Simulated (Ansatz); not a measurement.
# BBrClH3Si: basis-set convergence

The task here is to estimate one member of a computed series from the others.

Computed with Ansatz 0.2.0, Gaussian basis. Level: one geometry, several basis sets.

Levels to be run: PBE0-D4/def2-SVP; ωB97M-V/def2-SVP; PBE0-D4/def2-QZVPP; ωB97M-V/def2-QZVPP; the functionals' def2-TZVPP values are taken from earlier runs.

**The relaxed structure**

An earlier PBE0-D4 in a triple-zeta def2 set relaxation fixed the geometry.

SMILES `Cl[SiH2]BBr`, 7 atoms, charge 0, spin multiplicity 1.

Atoms are counted from 1 here; the program's logs count them from 0.

Bond lengths: Cl1–Si2 2.062 Å, Si2–B3 2.009 Å, Si2–H5 1.485 Å, Si2–H6 1.485 Å, B3–Br4 1.898 Å, B3–H7 1.190 Å. Angles: Cl1–Si2–B3 111.6°, Cl1–Si2–H5 108.0°, Cl1–Si2–H6 108.0°, B3–Si2–H5 110.0°, B3–Si2–H6 110.2°, H5–Si2–H6 108.9°, Si2–B3–Br4 116.6°, Si2–B3–H7 126.9°, Br4–B3–H7 116.5°.

Set-up of the first run:

The input, in.yaml:

```yaml
crystal:
  periodic: [false, false, false]
  atoms:
    - {symbol: Cl, position_ang: [0.213434, 2.483234, 0.253669]}
    - {symbol: Si, position_ang: [-0.557282, 0.572622, 0.168522]}
    - {symbol: B, position_ang: [0.864652, -0.780540, -0.260240]}
    - {symbol: Br, position_ang: [0.310426, -2.593697, -0.352369]}
    - {symbol: H, position_ang: [-1.613153, 0.549412, -0.876093]}
    - {symbol: H, position_ang: [-1.174199, 0.267157, 1.484661]}
    - {symbol: H, position_ang: [2.017521, -0.566088, -0.463951]}
basis:
  gaussian: {orbitals: def2-SVP}
hamiltonian: {xc: pbe0, dispersion: d4}
output: {orbitals: {seedname: orbitals}}
```

Started as:

```bash
$ ansatz run in.yaml --threads 2 --pin off --events-out ev --progress --plain --max-ram 4352MiB
```

Among the steps run: PBE0-D4 in def2-SVP; ωB97M-V in def2-SVP; PBE0-D4 in def2-QZVPP; ωB97M-V in def2-QZVPP.

One table of the session follows, with a row left open; its other results are not shown here.

It belongs to the step «Functionals by basis». 

| functional | basis | HOMO (eV) | LUMO (eV) |
| --- | --- | --- | --- |
| PBE0-D4 | def2-SVP | ? | ? |
| PBE0-D4 | def2-TZVPP | -7.97 | -2.72 |
| PBE0-D4 | def2-QZVPP | -7.99 | -2.74 |
| ωB97M-V | def2-SVP | -10.00 | -0.60 |
| ωB97M-V | def2-TZVPP | -10.11 | -0.72 |
| ωB97M-V | def2-QZVPP | -10.13 | -0.76 |

Q: Estimate the row for PBE0-D4, def2-SVP from the others.

**Answer.** HOMO (eV): -7.90; LUMO (eV): -2.66. In the column «HOMO (eV)» it is the highest.
